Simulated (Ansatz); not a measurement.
# CH3Cl2InO: how energies converge with the basis set

One table from this session's results is given with a row withheld; the runs are named, their logs left out.

Program: Ansatz 0.2.0, Gaussian basis. Level of theory: one geometry, several basis sets. These are calculated values, not measurements.

Levels to be run: PBE0-D4/def2-SVP; ωB97M-V/def2-SVP; PBE0-D4/def2-QZVPP; ωB97M-V/def2-QZVPP; the functionals' def2-TZVPP values are taken from earlier runs.

## The relaxed structure

An earlier PBE0-D4 in a triple-zeta def2 set relaxation fixed the geometry. In takes the def2 core potential; no spin-orbit term is included.

SMILES `C[O][In]([Cl])[Cl]`, 8 atoms, charge 0, spin multiplicity 1.

Atoms are counted from 1 here; the program's logs count them from 0.

Bond lengths: C1–O2 1.412 Å, C1–H6 1.094 Å, C1–H7 1.096 Å, C1–H8 1.097 Å, O2–In3 1.957 Å, In3–Cl4 2.308 Å, In3–Cl5 2.291 Å. Angles: O2–C1–H6 108.3°, O2–C1–H7 110.6°, O2–C1–H8 113.7°, H6–C1–H7 108.2°, H6–C1–H8 107.9°, H7–C1–H8 108.0°, C1–O2–In3 121.9°, O2–In3–Cl4 118.2°, O2–In3–Cl5 120.4°, Cl4–In3–Cl5 121.4°.

Set-up of the first run:

The input, in.yaml:

```yaml
crystal:
  periodic: [false, false, false]
  atoms:
    - {symbol: C, position_ang: [0.021347, -0.843111, 1.101849]}
    - {symbol: O, position_ang: [0.400952, 0.452093, 0.688356]}
    - {symbol: In, position_ang: [0.081722, 1.092459, -1.132810]}
    - {symbol: Cl, position_ang: [-1.100843, -0.267817, -2.574580]}
    - {symbol: Cl, position_ang: [0.831324, 3.156483, -1.785504]}
    - {symbol: H, position_ang: [-0.347307, -0.781977, 2.130459]}
    - {symbol: H, position_ang: [0.882634, -1.520302, 1.085762]}
    - {symbol: H, position_ang: [-0.769821, -1.287827, 0.486458]}
basis:
  gaussian: {orbitals: def2-SVP}
hamiltonian: {xc: pbe0, dispersion: d4}
output: {orbitals: {seedname: orbitals}}
```

Launch:

```
$ ansatz run in.yaml --threads 4 --pin off --events-out ev --progress --plain --max-ram 10444MiB
```

Among the steps run: PBE0-D4 in def2-SVP; ωB97M-V in def2-SVP; PBE0-D4 in def2-QZVPP; ωB97M-V in def2-QZVPP.

One of the session's tables, all rows but one given; the rest of the session is left out.

| functional | basis | HOMO (eV) | LUMO (eV) |
| --- | --- | --- | --- |
| PBE0-D4 | def2-SVP | ? | ? |
| PBE0-D4 | def2-TZVPP | -8.22 | -2.52 |
| PBE0-D4 | def2-QZVPP | -8.26 | -2.56 |
| ωB97M-V | def2-SVP | -10.40 | -0.33 |
| ωB97M-V | def2-TZVPP | -10.61 | -0.55 |
| ωB97M-V | def2-QZVPP | -10.65 | -0.69 |

Q: Estimate the row for PBE0-D4, def2-SVP from the others.

As computed: HOMO (eV): -8.06; LUMO (eV): -2.38. In the column «HOMO (eV)» it is the highest.
